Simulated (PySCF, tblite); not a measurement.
# C4H14F2Si3: geometry, infrared bands and NMR shifts

Aim: predict the infrared bands and NMR shifts of C4H14F2Si3 (`FC(F)[C@H]([SiH3])C[SiH2]C[SiH3]`).

The runs use tblite 0.8.0 and PySCF 2.14.0, with density-fitted response routines of our own; the level of theory stands in each step. All values are computed, except where a source is named. Atoms are numbered from 0 throughout.

### Step 1. The molecule as given

23 atoms, charge 0, multiplicity 1; geometry from: force field or distance geometry start.

Bonds of the start (Å): F0–C1 1.39, C1–F2 1.39, C1–C3 1.49, C3–Si4 1.89, C3–C5 1.49, C5–Si6 1.85, Si6–C7 1.89, C7–Si8 1.87, C1–H9 1.11, C3–H10 1.11, Si4–H11 1.47, Si4–H12 1.47, Si4–H13 1.46, C5–H14 1.13, C5–H15 1.13, Si6–H16 1.49, Si6–H17 1.46, C7–H18 1.12, C7–H19 1.10, Si8–H20 1.46, Si8–H21 1.47, Si8–H22 1.49.

### Step 2. Relaxing the molecule with GFN2-xTB

The job: settings as JSON, then the geometry in Å.

```
{"job": {"kind": "relax", "xc": "GFN2-xTB", "basis": "xTB"}, "charge": 0, "multiplicity": 1}
F     -2.672600    -0.678400    -1.965500
C     -1.798300     0.249200    -1.420000
F     -0.675800     0.225500    -2.235700
C     -1.534000    -0.207500    -0.024700
Si    -3.215100    -0.217300     0.848000
C     -0.603300     0.620700     0.786000
Si     1.107100     0.806300     0.117100
C      2.050600    -0.816300     0.300100
Si     3.816200    -0.426200    -0.186200
H     -2.288700     1.241100    -1.474000
H     -1.204200    -1.268100     0.011600
H     -3.895200    -1.439500     0.410700
H     -3.980000     0.949900     0.370600
H     -3.057500    -0.140500     2.294500
H     -1.010400     1.665300     0.926300
H     -0.513500     0.166800     1.821200
H      1.875300     1.850300     0.851600
H      1.174100     1.176100    -1.291600
H      1.981200    -1.176900     1.358600
H      1.641800    -1.572200    -0.385900
H      4.197800    -1.278900    -1.305200
H      3.952400     0.991600    -0.542400
H      4.647400    -0.694100     1.018000
```

On the command line:

```
$ OMP_NUM_THREADS=1 python probes_run.py task.json out
```

This one command runs all jobs of the session in turn.

**Question.** This job is followed by: GFN2-xTB harmonic vibrations, gas phase; GIAO PBE0/pcSseg-1 NMR shielding, non-relativistic, gas phase. What will the session give for the following? strongest single infrared mode (GFN2-xTB); zero-point energy (GFN2-xTB); 13C shifts against TMS (PBE0/pcSseg-1); 1H shifts against TMS (PBE0/pcSseg-1, means over atoms taken as alike); 19F shifts against CFCl3 (PBE0/pcSseg-1); 29Si shifts against TMS (PBE0/pcSseg-1); surface potential, 1st and 99th percentile.

**Answer**, as computed:

| quantity | value |
| --- | --- |
| strongest single infrared mode (GFN2-xTB) | 2277 cm⁻¹, 659 km/mol |
| zero-point energy (GFN2-xTB) | 99.3 kcal/mol |
| 13C shifts against TMS (PBE0/pcSseg-1) | 128.5, 26.8, 13.5, -14.4 ppm |
| 1H shifts against TMS (PBE0/pcSseg-1, means over atoms taken as alike) | 5.83, 4.22, 4.15, 4.01, 3.86, 1.84, 0.90, 0.61, 0.29, -0.41 ppm |
| 19F shifts against CFCl3 (PBE0/pcSseg-1) | -121.1, -124.3 ppm |
| 29Si shifts against TMS (PBE0/pcSseg-1) | -39.4, -63.7, -74.4 ppm |
| surface potential, 1st and 99th percentile | -0.82 V and 1.20 V |

**Reading.** Over 166 steps the energy fell by 0.626 eV; of the close pairs, C5–Si6 changed most, 1.846 to 1.914 Å. All 63 modes are real, so the xTB geometry is a minimum. Unscaled tight-binding wavenumbers are off by several per cent, some by more. Its intensities can rank the bands wrongly. H9 (hydrogen on an sp3 CH bonded to 2 F) lies farthest downfield among hydrogen, at 5.83 ppm; its carbon carries F, an electronegative neighbour. At PBE0/pcSseg-1: The largest span, 191 ppm, is at F0, where the paramagnetic term is -179 ppm.
